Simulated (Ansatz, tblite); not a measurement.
**Si41H46 off sphere (Si41H46): a ladder of methods and basis sets**

How do method and basis change the picture of Si41H46 off sphere (Si41H46) (singlet)?

Computed with Ansatz 0.2.0, Gaussian basis. Level: as each input shows.

Plan: GFN1-xTB, GFN2-xTB, PBE-D4/def2-SVP, r2SCAN-D4/def2-SVP, BHLYP-D4/def2-SVP, PBE0-D4/def2-TZVP, PBE-D4/def2-TZVP, HF/STO-3G, MP2/def2-SVP.

1 further run of the same task is left out (set aside as unsound or not needed). Runs told in other sessions of the task aren't counted.

## 1. The structure

The singlet was relaxed beforehand with PBE-D4/def2-SVP.

87 atoms, charge 0, spin multiplicity 1.

Bond lengths: Si1–Si2 2.351 Å, Si1–Si11 2.349 Å, Si1–H42 1.509 Å, Si1–H43 1.510 Å, Si2–Si3 2.366 Å, Si2–Si5 2.352 Å, Si2–H44 1.512 Å, Si3–Si7 2.358 Å, Si3–H45 1.510 Å, Si3–H46 1.506 Å, Si4–Si5 2.362 Å, Si4–Si14 2.350 Å, Si4–H47 1.510 Å, Si4–H48 1.510 Å, Si5–Si6 2.352 Å, Si5–Si16 2.352 Å, Si6–Si8 2.366 Å, Si6–Si9 2.351 Å and more. Angles: Si2–Si1–Si11 111.2°, Si2–Si1–H42 110.8°, Si2–Si1–H43 108.8°, Si11–Si1–H42 109.9°, Si11–Si1–H43 107.8°, H42–Si1–H43 108.2°, Si1–Si2–Si3 112.2°, Si1–Si2–Si5 108.7°, Si1–Si2–H44 109.3°, Si3–Si2–Si5 110.0°, Si3–Si2–H44 108.7°, Si5–Si2–H44 107.9°, Si2–Si3–Si7 109.5°, Si2–Si3–H45 108.2°, Si2–Si3–H46 111.2°, Si7–Si3–H45 107.4°, Si7–Si3–H46 112.7°, H45–Si3–H46 107.7° and more.

PBE0-D4/def2-SVP was run before; its log isn't repeated, and its numbers join the tables.

## 2. GFN1-xTB

Tight binding, by tblite at 300 K electronic temperature and without a spin-polarisation term:

```python
tblite.interface.Calculator('GFN1-xTB', numbers, positions, charge=0, uhf=0).singlepoint()
```

Energy -2727.8479 eV, HOMO -11.22 eV, LUMO -8.90 eV; 2.3 s.

## 3. GFN2-xTB

Tight binding, by tblite at 300 K electronic temperature and without a spin-polarisation term:

```python
tblite.interface.Calculator('GFN2-xTB', numbers, positions, charge=0, uhf=0).singlepoint()
```

Energy -2548.0397 eV, HOMO -8.58 eV, LUMO -6.07 eV; 5 s.

## 4. PBE-D4/def2-SVP

start.molden holds the orbitals of an earlier run on this state, given as this run's starting guess.

in.yaml reads:

```yaml
crystal:
  periodic: [false, false, false]
  atoms:
    - {symbol: Si, position_ang: [-1.156021, -5.077201, -0.584626]}
    - {symbol: Si, position_ang: [-3.107156, -3.998308, 0.160484]}
    - {symbol: Si, position_ang: [-3.292057, -4.009722, 2.519659]}
    - {symbol: Si, position_ang: [-3.108130, -1.793766, -2.996353]}
    - {symbol: Si, position_ang: [-3.093407, -1.784740, -0.633944]}
    - {symbol: Si, position_ang: [-5.017197, -0.688774, 0.159300]}
    - {symbol: Si, position_ang: [-3.127382, -1.802834, 3.332963]}
    - {symbol: Si, position_ang: [-5.120741, -0.842702, 2.518402]}
    - {symbol: Si, position_ang: [-4.974894, 1.540282, -0.586004]}
    - {symbol: Si, position_ang: [2.683387, -5.036414, -0.676662]}
    - {symbol: Si, position_ang: [0.769734, -3.983279, 0.197400]}
    - {symbol: Si, position_ang: [0.947104, -3.982068, 2.555355]}
    - {symbol: Si, position_ang: [0.723721, -1.799201, -2.973338]}
    - {symbol: Si, position_ang: [-1.188338, -0.687178, -3.779082]}
    - {symbol: Si, position_ang: [0.737015, -1.777907, -0.609983]}
    - {symbol: Si, position_ang: [-1.184123, -0.682807, 0.184825]}
    - {symbol: Si, position_ang: [0.722101, -1.779040, 3.353219]}
    - {symbol: Si, position_ang: [-1.206553, -0.695072, 2.545492]}
    - {symbol: Si, position_ang: [-1.193921, 1.525238, -2.974786]}
    - {symbol: Si, position_ang: [-1.170358, 1.527992, -0.611373]}
    - {symbol: Si, position_ang: [-3.063707, 2.660141, 0.194934]}
    - {symbol: Si, position_ang: [-1.179130, 1.517656, 3.351765]}
    - {symbol: Si, position_ang: [-2.974236, 2.813775, 2.552886]}
    - {symbol: Si, position_ang: [-3.020209, 4.844166, -0.678678]}
    - {symbol: Si, position_ang: [4.601171, -3.964547, 0.168914]}
    - {symbol: Si, position_ang: [4.585498, -1.763230, -2.960638]}
    - {symbol: Si, position_ang: [2.646615, -0.714933, -3.784128]}
    - {symbol: Si, position_ang: [4.573229, -1.741707, -0.593641]}
    - {symbol: Si, position_ang: [2.639976, -0.667313, 0.198829]}
    - {symbol: Si, position_ang: [2.640058, -0.659761, 2.563741]}
    - {symbol: Si, position_ang: [2.612823, 1.505520, -3.006459]}
    - {symbol: Si, position_ang: [0.708004, 2.645709, -3.785826]}
    - {symbol: Si, position_ang: [2.634506, 1.519931, -0.643558]}
    - {symbol: Si, position_ang: [0.743369, 2.620234, 0.197111]}
    - {symbol: Si, position_ang: [2.697289, 1.557498, 3.340619]}
    - {symbol: Si, position_ang: [0.749794, 2.617751, 2.562001]}
    - {symbol: Si, position_ang: [0.769810, 4.849698, -2.964451]}
    - {symbol: Si, position_ang: [0.780024, 4.830900, -0.597417]}
    - {symbol: Si, position_ang: [-1.130847, 5.968797, 0.162478]}
    - {symbol: Si, position_ang: [4.557598, 2.628782, 0.118983]}
    - {symbol: Si, position_ang: [4.599569, 2.651524, 2.486624]}
    - {symbol: H, position_ang: [-1.141230, -6.520898, -0.145065]}
    - {symbol: H, position_ang: [-1.126891, -5.043133, -2.094165]}
    - {symbol: H, position_ang: [-4.316180, -4.694724, -0.423122]}
    - {symbol: H, position_ang: [-4.665458, -4.522667, 2.881761]}
    - {symbol: H, position_ang: [-2.279603, -4.935082, 3.141647]}
    - {symbol: H, position_ang: [-3.132246, -3.218260, -3.495228]}
    - {symbol: H, position_ang: [-4.352633, -1.100477, -3.495574]}
    - {symbol: H, position_ang: [-6.224875, -1.387190, -0.424716]}
    - {symbol: H, position_ang: [-3.115802, -1.795570, 4.843844]}
    - {symbol: H, position_ang: [-6.251277, -1.776418, 2.879855]}
    - {symbol: H, position_ang: [-5.416975, 0.496667, 3.140166]}
    - {symbol: H, position_ang: [-4.932085, 1.548546, -2.095577]}
    - {symbol: H, position_ang: [-6.216835, 2.275863, -0.145313]}
    - {symbol: H, position_ang: [2.677236, -6.500272, -0.307372]}
    - {symbol: H, position_ang: [2.672626, -4.930888, -2.182148]}
    - {symbol: H, position_ang: [-0.046174, -4.932154, 3.171085]}
    - {symbol: H, position_ang: [2.329129, -4.460851, 2.932242]}
    - {symbol: H, position_ang: [0.703819, -3.232402, -3.452564]}
    - {symbol: H, position_ang: [-1.148297, -0.664646, -5.290251]}
    - {symbol: H, position_ang: [0.705304, -1.748874, 4.864333]}
    - {symbol: H, position_ang: [-2.443953, 2.225652, -3.455379]}
    - {symbol: H, position_ang: [-1.161853, 1.489131, 4.862898]}
    - {symbol: H, position_ang: [-4.293640, 2.428365, 3.168606]}
    - {symbol: H, position_ang: [-2.698151, 4.250157, 2.929528]}
    - {symbol: H, position_ang: [-2.939500, 4.782958, -2.184464]}
    - {symbol: H, position_ang: [-4.289607, 5.570782, -0.304338]}
    - {symbol: H, position_ang: [5.854652, -4.662210, -0.300575]}
    - {symbol: H, position_ang: [4.574108, -4.003041, 1.675986]}
    - {symbol: H, position_ang: [4.652345, -3.188944, -3.452653]}
    - {symbol: H, position_ang: [5.807582, -1.037158, -3.466912]}
    - {symbol: H, position_ang: [2.626179, -0.721171, -5.295393]}
    - {symbol: H, position_ang: [5.782592, -0.989366, -0.087915]}
    - {symbol: H, position_ang: [3.869238, -1.401262, 3.040799]}
    - {symbol: H, position_ang: [3.853988, 2.221241, -3.491141]}
    - {symbol: H, position_ang: [0.692590, 2.629840, -5.297059]}
    - {symbol: H, position_ang: [2.705191, 1.562989, 4.851824]}
    - {symbol: H, position_ang: [0.722744, 4.053258, 3.038313]}
    - {symbol: H, position_ang: [-0.430986, 5.620025, -3.458378]}
    - {symbol: H, position_ang: [2.010245, 5.544390, -3.470176]}
    - {symbol: H, position_ang: [2.035883, 5.502741, -0.091670]}
    - {symbol: H, position_ang: [-1.177343, 5.968337, 1.669612]}
    - {symbol: H, position_ang: [-1.107367, 7.402004, -0.310609]}
    - {symbol: H, position_ang: [5.783056, 1.927364, -0.412654]}
    - {symbol: H, position_ang: [4.564299, 4.041168, -0.411523]}
    - {symbol: H, position_ang: [5.844420, 1.956874, 2.981388]}
    - {symbol: H, position_ang: [4.627749, 4.076217, 2.983023]}
basis:
  gaussian: {orbitals: def2-SVP, fitting: {mean_field: def2-universal-jkfit}, initial_orbitals: start.molden}
hamiltonian: {xc: pbe, dispersion: d4}
scf: {omitted_lower_state_checks: [starts]}
output: {forces: true, orbitals: {seedname: orbitals}}
```

On the command line:

```
> ansatz run in.yaml --threads 11 --pin off --events-out ev --progress --plain --max-ram 174080MiB --backend cuda --devices 0, --max-vram 75GiB
```

Output, shortened:

```text
Functional definition: PBE
  name "PBE"
  cite "Perdew, Burke & Ernzerhof, Phys. Rev. Lett. 77, 3865 (1996) doi:10.1103/PhysRevLett.77.3865"
  parent pbe
[...]
6076 factors; integrals over basis functions are off by at most 3.2e-1 eV
[...]
mean field -323480.08056577 eV, -11887.6736981183 hartree, gradient 1.3e-5 eV, S^2 0.000000; 0 other end points of the search recorded, 0 dependent functions left out
[...]
reference -323480.08068096 eV, -11887.6737023515 hartree; 310, 310 occupied and 658, 658 virtual orbitals, 6076 factors
Total energy: -323488.29100153 eV, -11887.9754260671 hartree
Atom 0 at    -1.156021    -5.077201    -0.584626 Å, force     0.002598    -0.002990    -0.000453 eV/Å
Atom 1 at    -3.107156    -3.998308     0.160484 Å, force    -0.011431     0.000415    -0.001758 eV/Å
Atom 2 at    -3.292057    -4.009722     2.519659 Å, force     0.012483    -0.010381     0.006113 eV/Å
Atom 3 at    -3.108130    -1.793766    -2.996353 Å, force    -0.003715    -0.002364    -0.003654 eV/Å
Atom 4 at    -3.093407    -1.784740    -0.633944 Å, force     0.005076     0.003253    -0.001279 eV/Å
Atom 5 at    -5.017197    -0.688774     0.159300 Å, force    -0.005173    -0.010223    -0.001928 eV/Å
Atom 6 at    -3.127382    -1.802834     3.332963 Å, force     0.001447     0.000774     0.002584 eV/Å
Atom 7 at    -5.120741    -0.842702     2.518402 Å, force    -0.002972     0.015522     0.006323 eV/Å
[...]
Atom 71 at     2.626179    -0.721171    -5.295393 Å, force     0.000801    -0.001058     0.002846 eV/Å
Atom 72 at     5.782592    -0.989366    -0.087915 Å, force    -0.005164     0.000404     0.000560 eV/Å
Atom 73 at     3.869238    -1.401262     3.040799 Å, force    -0.000985     0.000832    -0.001312 eV/Å
Atom 74 at     3.853988     2.221241    -3.491141 Å, force    -0.003012    -0.001729     0.000164 eV/Å
Atom 75 at     0.692590     2.629840    -5.297059 Å, force    -0.000476     0.001132     0.002460 eV/Å
Atom 76 at     2.705191     1.562989     4.851824 Å, force     0.000555     0.000286    -0.002372 eV/Å
Atom 77 at     0.722744     4.053258     3.038313 Å, force     0.000132    -0.001318    -0.001129 eV/Å
Atom 78 at    -0.430986     5.620025    -3.458378 Å, force     0.003947    -0.000065     0.000229 eV/Å
Atom 79 at     2.010245     5.544390    -3.470176 Å, force    -0.002016     0.000739    -0.000655 eV/Å
Atom 80 at     2.035883     5.502741    -0.091670 Å, force    -0.001988    -0.004852     0.000719 eV/Å
Atom 81 at    -1.177343     5.968337     1.669612 Å, force    -0.001623     0.003111    -0.003790 eV/Å
Atom 82 at    -1.107367     7.402004    -0.310609 Å, force     0.002309    -0.000722     0.000374 eV/Å
Atom 83 at     5.783056     1.927364    -0.412654 Å, force    -0.002279    -0.000906     0.000413 eV/Å
Atom 84 at     4.564299     4.041168    -0.411523 Å, force    -0.002236    -0.001148     0.000403 eV/Å
Atom 85 at     5.844420     1.956874     2.981388 Å, force     0.000719     0.002544     0.000994 eV/Å
Atom 86 at     4.627749     4.076217     2.983023 Å, force     0.002330    -0.000682     0.000906 eV/Å
Dipole moment:    -0.017505    -0.010588     0.030629 e Å
Checks for a lower state left out: starts
```

It took 8.5 s on 1 × H100 with 11 threads of AMD EPYC 7R13, shared host.

HOMO -5.72 eV, LUMO -2.53 eV.

## 5. r2SCAN-D4/def2-SVP

in.yaml, as its differences from that of step 4:

```diff
@@ -92,4 +92,4 @@
   gaussian: {orbitals: def2-SVP, fitting: {mean_field: def2-universal-jkfit}, initial_orbitals: start.molden}
-hamiltonian: {xc: pbe, dispersion: d4}
+hamiltonian: {xc: r2scan, dispersion: d4}
 scf: {omitted_lower_state_checks: [starts]}
-output: {forces: true, orbitals: {seedname: orbitals}}
+output: {orbitals: {seedname: orbitals}}
```

The command is unchanged.

Output:

```text
Functional definition: r2SCAN
  name "r2SCAN"
  cite "Furness, Kaplan, Ning, Perdew & Sun, J. Phys. Chem. Lett. 11, 8208 (2020) doi:10.1021/acs.jpclett.0c02405"
  cite "Furness, Kaplan, Ning, Perdew & Sun, J. Phys. Chem. Lett. 11, 9248 (2020) doi:10.1021/acs.jpclett.0c03077"
  parent r2scan
  parameter k0 = 0.174
  parameter k1 = 0.065
  parameter a1 = 4.9479
  exchange = r2scan_x(k0 = k0, k1 = k1, a1 = a1)
  correlation = r2scan_c
these checks for a lower state are left out or cut short: starts
6076 factors; integrals over basis functions are off by at most 3.2e-1 eV
mean field evaluation 1: about -323620.4910 eV, gradient 1.2e1 eV
mean field evaluation 2: about -323620.7926 eV, gradient 3.4e-1 eV
mean field evaluation 4: about -323620.7404 eV, gradient 1.2e-3 eV
mean field -323620.74039472 eV, -11892.8428514897 hartree, gradient 2.1e-5 eV, S^2 0.000000; 0 other end points of the search recorded, 0 dependent functions left out
reference -323620.74042885 eV, -11892.8428527439 hartree; 310, 310 occupied and 658, 658 virtual orbitals, 6076 factors
Total energy: -323623.26674819 eV, -11892.9356932672 hartree
Checks for a lower state left out: starts
```

Run time: 8.5 s. Hardware: 1 × H100 with 11 threads of AMD EPYC 7R13, shared host.

Report: HOMO -5.96 eV, LUMO -2.47 eV.

## 6. BHLYP-D4/def2-SVP

in.yaml, as its differences from that of step 5:

```diff
@@ -92,3 +92,3 @@
   gaussian: {orbitals: def2-SVP, fitting: {mean_field: def2-universal-jkfit}, initial_orbitals: start.molden}
-hamiltonian: {xc: r2scan, dispersion: d4}
+hamiltonian: {xc: {name: BHLYP}, dispersion: d4}
 scf: {omitted_lower_state_checks: [starts]}
```

The command is unchanged.

Output:

```text
Functional definition: BHLYP
  name "BHLYP"
  cite "Becke, J. Chem. Phys. 98, 1372 (1993) doi:10.1063/1.464304"
  cite "Becke, Phys. Rev. A 38, 3098 (1988) doi:10.1103/PhysRevA.38.3098"
  cite "Lee, Yang & Parr, Phys. Rev. B 37, 785 (1988) doi:10.1103/PhysRevB.37.785"
  parameter a = 0.5
  exchange = (1 - a)*b88_x + a*exact_x
  correlation = lyp_c
these checks for a lower state are left out or cut short: starts
6076 factors; integrals over basis functions are off by at most 3.2e-1 eV
mean field evaluation 1: about -323640.4849 eV, gradient 1.9e1 eV
mean field evaluation 2: about -323641.6942 eV, gradient 1.2e0 eV
mean field evaluation 4: about -323641.6827 eV, gradient 7.1e-2 eV
mean field -323641.68271715 eV, -11893.6124676435 hartree, gradient 4.4e-5 eV, S^2 0.000000; 0 other end points of the search recorded, 0 dependent functions left out
reference -323641.68329192 eV, -11893.6124887660 hartree; 310, 310 occupied and 658, 658 virtual orbitals, 6076 factors
Total energy: -323654.19098103 eV, -11894.0721378629 hartree
Checks for a lower state left out: starts
```

Run time: 11 s. Hardware: 1 × H100 with 11 threads of AMD EPYC 7R13, shared host.

HOMO -7.41 eV, LUMO -0.99 eV.

## 7. PBE0-D4/def2-TZVP

in.yaml, as its differences from that of step 6:

```diff
@@ -91,4 +91,4 @@
 basis:
-  gaussian: {orbitals: def2-SVP, fitting: {mean_field: def2-universal-jkfit}, initial_orbitals: start.molden}
-hamiltonian: {xc: {name: BHLYP}, dispersion: d4}
+  gaussian: {orbitals: def2-TZVP, fitting: {mean_field: def2-universal-jkfit}, initial_orbitals: start.molden}
+hamiltonian: {xc: pbe0, dispersion: d4}
 scf: {omitted_lower_state_checks: [starts]}
```

Launched as before.

Output, shortened:

```text
Functional definition: PBE0
  name "PBE0"
  cite "Adamo & Barone, J. Chem. Phys. 110, 6158 (1999) doi:10.1063/1.478522"
  cite "Perdew, Burke & Ernzerhof, Phys. Rev. Lett. 77, 3865 (1996) doi:10.1103/PhysRevLett.77.3865"
  parent pbe
[...]
6076 factors; integrals over basis functions are off by at most 5.7e-1 eV
[...]
mean field -323622.81381182 eV, -11892.9190481625 hartree, gradient 1.5e-5 eV, S^2 0.000000; 0 other end points of the search recorded, 0 dependent functions left out
reference -323622.81392288 eV, -11892.9190522438 hartree; 310, 310 occupied and 1483, 1483 virtual orbitals, 6076 factors
Total energy: -323630.39279641 eV, -11893.1975707089 hartree
Checks for a lower state left out: starts
```

Wall time 24 s (1 × H100 with 11 threads of AMD EPYC 7R13, shared host); peak host memory 2 GiB.

Report: HOMO -6.56 eV, LUMO -2.04 eV.

## 8. PBE-D4/def2-TZVP

in.yaml, as its differences from that of step 7:

```diff
@@ -92,3 +92,3 @@
   gaussian: {orbitals: def2-TZVP, fitting: {mean_field: def2-universal-jkfit}, initial_orbitals: start.molden}
-hamiltonian: {xc: pbe0, dispersion: d4}
+hamiltonian: {xc: pbe, dispersion: d4}
 scf: {omitted_lower_state_checks: [starts]}
```

The command is unchanged.

Output:

```text
Functional definition: PBE
  name "PBE"
  cite "Perdew, Burke & Ernzerhof, Phys. Rev. Lett. 77, 3865 (1996) doi:10.1103/PhysRevLett.77.3865"
  parent pbe
  parameter kappa = 0.804
  parameter beta = 0.06672455060314922
  exchange = pbe_x(kappa = kappa, mu = beta*pi^2/3)
  correlation = pbe_c(beta = beta)
these checks for a lower state are left out or cut short: starts
6076 factors; integrals over basis functions are off by at most 5.7e-1 eV
mean field evaluation 1: about -323566.8707 eV, gradient 4.1e2 eV
mean field evaluation 2: about -323589.6558 eV, gradient 2.3e1 eV
mean field evaluation 4: about -323590.6575 eV, gradient 7.8e-3 eV
mean field evaluation 8: about -323590.6191 eV, gradient 2.1e-5 eV
mean field -323590.61909889 eV, -11891.7359142849 hartree, gradient 2.1e-5 eV, S^2 0.000000; 0 other end points of the search recorded, 0 dependent functions left out
reference -323590.61924505 eV, -11891.7359196560 hartree; 310, 310 occupied and 1483, 1483 virtual orbitals, 6076 factors
Total energy: -323598.82956561 eV, -11892.0376433716 hartree
Checks for a lower state left out: starts
```

It took 15 s on 1 × H100 with 11 threads of AMD EPYC 7R13, shared host; peak host memory 2 GiB.

From the report: HOMO -5.71 eV, LUMO -2.69 eV.

## 9. HF/STO-3G

in.yaml, as its differences from that of step 8:

```diff
@@ -91,4 +91,4 @@
 basis:
-  gaussian: {orbitals: def2-TZVP, fitting: {mean_field: def2-universal-jkfit}, initial_orbitals: start.molden}
-hamiltonian: {xc: pbe, dispersion: d4}
+  gaussian: {orbitals: STO-3G, fitting: {mean_field: def2-universal-jkfit}}
+hamiltonian: {xc: hf}
 scf: {omitted_lower_state_checks: [starts]}
```

Launched as before.

Output:

```text
Functional definition: HF
  name "HF"
  cite "Fock, Z. Phys. 61, 126 (1930) doi:10.1007/BF01340294"
  parent pbe
  exchange = exact_x
  correlation = 0
these checks for a lower state are left out or cut short: starts
6076 factors; integrals over basis functions are off by at most 7.5e-3 eV
mean field evaluation 1: about -319392.9740 eV, gradient 4.1e1 eV
mean field evaluation 2: about -319401.2672 eV, gradient 1.3e1 eV
mean field evaluation 4: about -319402.1709 eV, gradient 7.2e-1 eV
mean field -319402.18304502 eV, -11737.8137283288 hartree, gradient 4.3e-5 eV, S^2 0.000000; 0 other end points of the search recorded, 0 dependent functions left out
reference -319402.18304502 eV, -11737.8137283288 hartree; 310, 310 occupied and 105, 105 virtual orbitals, 6076 factors
Total energy: -319402.18304502 eV, -11737.8137283288 hartree
Checks for a lower state left out: starts
```

Wall time 7 s (1 × H100 with 11 threads of AMD EPYC 7R13, shared host).

Report: HOMO -5.51 eV, LUMO 7.84 eV.

## 10. MP2/def2-SVP

in.yaml, as its differences from that of step 9:

```diff
@@ -91,4 +91,4 @@
 basis:
-  gaussian: {orbitals: STO-3G, fitting: {mean_field: def2-universal-jkfit}}
-hamiltonian: {xc: hf}
+  gaussian: {orbitals: def2-SVP, initial_orbitals: start.molden}
+correlation: {method: mp2}
 scf: {omitted_lower_state_checks: [starts]}
```

The command is unchanged.

Output:

```text
Functional definition: HF
  name "HF"
  cite "Fock, Z. Phys. 61, 126 (1930) doi:10.1007/BF01340294"
  parent pbe
  exchange = exact_x
  correlation = 0
these checks for a lower state are left out or cut short: starts
9244 factors; integrals over basis functions are off by at most 1.1e-3 eV
mean field evaluation 1: about -322983.5358 eV, gradient 5.6e1 eV
mean field evaluation 2: about -322990.3590 eV, gradient 5.6e0 eV
mean field evaluation 4: about -322990.6492 eV, gradient 2.5e-4 eV
mean field -322990.66218764 eV, -11869.6879044618 hartree, gradient 8.0e-6 eV, S^2 0.000000; 0 other end points of the search recorded, 0 dependent functions left out
205 core orbitals not correlated: weight in the atoms' cores, before any rotation towards them, 1.000 or more for the frozen orbitals, at most 0.000 for the correlated occupied ones
reference -322990.66218764 eV, -11869.6879044618 hartree; 105, 105 occupied and 658, 658 virtual orbitals, 9244 factors
second order -109.24884228 eV of doubles, -0.00000000 eV of singles
Total energy: -323099.91102992 eV, -11873.7027253641 hartree
Checks for a lower state left out: starts
```

Wall time 17 s (1 × H100 with 11 threads of AMD EPYC 7R13, shared host); peak host memory 2.3 GiB.

Hartree-Fock HOMO -8.64 eV, LUMO 1.08 eV.

## 11. Comparison

| level | functions | HOMO (eV) | LUMO (eV) | gap (eV) | time |
| --- | --- | --- | --- | --- | --- |
| HF/STO-3G | 415 | -5.51 | 7.84 | 13.36 | 7 s |
| PBE-D4/def2-SVP | 968 | -5.72 | -2.53 | 3.18 | 8.5 s |
| PBE-D4/def2-TZVP | 1793 | -5.71 | -2.69 | 3.02 | 15 s |
| r2SCAN-D4/def2-SVP | 968 | -5.96 | -2.47 | 3.49 | 8.5 s |
| PBE0-D4/def2-SVP | 968 | -6.61 | -1.93 | 4.69 | 16 s |
| PBE0-D4/def2-TZVP | 1793 | -6.56 | -2.04 | 4.52 | 24 s |
| BHLYP-D4/def2-SVP | 968 | -7.41 | -0.99 | 6.42 | 11 s |

Energy pieces by basis (eV):

| basis | HF | MP2 correlation | total |
| --- | --- | --- | --- |
| def2-SVP | -322990.6622 | -109.2488 | -323099.9110 (MP2) |

## 12. Binding energy

Free atoms were run apart at each level; binding is atoms less cluster, divided by the number of atoms, without zero-point or spin-orbit terms.

| level | binding an atom (eV) |
| --- | --- |
| HF/STO-3G | 3.827 |
| HF/def2-SVP | 2.453 |
| PBE-D4/def2-SVP | 3.424 |
| PBE-D4/def2-TZVP | 3.415 |
| r2SCAN-D4/def2-SVP | 3.420 |
| PBE0-D4/def2-SVP | 3.421 |
| PBE0-D4/def2-TZVP | 3.416 |
| BHLYP-D4/def2-SVP | 3.349 |
| MP2/def2-SVP | 3.151 |

## 13. Summary of results

```
                                                quantity                                 value
gap in def2-SVP, named functionals, smallest and largest  3.18 eV (PBE-D4), 6.42 eV (BHLYP-D4)
                        correlation energy, MP2/def2-SVP                            -109.25 eV
                binding an atom, functionals in def2-SVP   3.35 (BHLYP-D4) to 3.42 eV (PBE-D4)
         PBE0 total energy, smallest basis above largest       109.33 eV (def2-SVP, def2-TZVP)
```

Orbital gaps of the named functionals in def2-SVP span 3.18 eV (PBE-D4) to 6.42 eV (BHLYP-D4); exact exchange widens it.

The slowest run with a step of its own, PBE0-D4/def2-TZVP, took 24 s; the quickest functional in def2-SVP took 8.5 s (shared host).
